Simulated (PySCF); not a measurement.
# Cl4OOs (Os(O)(Cl)42+): the cost of one run

The runs use PySCF 2.14.0; several levels, as the steps say, no spin–orbit coupling.

2 further runs of the same task are left out: 2 for a known fault of the program. Runs told in other sessions of the task aren't counted.

## 1. Where the work starts

6 atoms, charge 2, spin multiplicity 1.

Bond lengths: Os1–O2 1.636 Å, Os1–Cl3 2.359 Å, Os1–Cl4 2.213 Å, Os1–Cl5 2.213 Å, Os1–Cl6 2.180 Å. Angles: O2–Os1–Cl3 115.0°, O2–Os1–Cl4 101.9°, O2–Os1–Cl5 101.9°, O2–Os1–Cl6 112.3°, Cl3–Os1–Cl4 73.2°, Cl3–Os1–Cl5 73.2°, Cl3–Os1–Cl6 132.7°, Cl4–Os1–Cl5 144.7°, Cl4–Os1–Cl6 97.3°, Cl5–Os1–Cl6 97.3°.

Geometry (Å):

```
Os   -0.0090   -0.0154    0.2937
O     0.4218    0.7308    1.6840
Cl    0.6381    1.1036   -1.6793
Cl    1.9060   -0.9161   -0.3528
Cl   -1.7455    1.1936   -0.3538
Cl   -1.0847   -1.8772    0.6524
```

Formal oxidation states: Os +8. An earlier session relaxed this geometry at PBE0, Os def2-SVP with ECP60, O def2-SVP, Cl def2-SVP (singlet, point group Cs).

At PBE0 on the finer grid: E = -2004.493723 Eh, HOMO -19.71 eV, LUMO -17.78 eV, Mulliken charge on Os1 +0.88 e, largest force component 0.010 eV/Å. The gap is small, and the closed shell wasn't tested for a lower spin-broken solution.

Levels to run: CAM-B3LYP; r2SCAN; BP86; TPSS; PBE0, TZVP; PBE0, x2c-SVP. Hardware: 2 threads of Arm Neoverse V1, shared host.

## 2. CAM-B3LYP

File run.py (the lines that set the calculation):

```python
mol = gto.M(atom='''
Os    -0.00898    -0.01541     0.29369
O      0.42177     0.73078     1.68397
Cl     0.63807     1.10361    -1.67932
Cl     1.90601    -0.91612    -0.35281
Cl    -1.74552     1.19359    -0.35378
Cl    -1.08472    -1.87715     0.65244''',
    basis={'Os': 'def2-SVP', 'O': 'def2-SVP', 'Cl': 'def2-SVP'},
    ecp={'Os': 'def2-SVP'},
    charge=2, spin=0)
mf = dft.RKS(mol, xc='CAMB3LYP')
mf.grids.atom_grid = (75, 302)
mf = mf.density_fit()  # fitting sets: Os def2-universal-JKFIT, O def2-universal-JKFIT, Cl def2-universal-JKFIT
mf.conv_tol = 1e-08; mf.max_cycle = 55
mf.kernel(dm0)  # dm0: the density of the relaxed state
```

Run with:

```console
$ OMP_NUM_THREADS=2 python run.py
```

**Question.** How long does this run take on 2 threads of Arm Neoverse V1, shared host?

About 11 s.
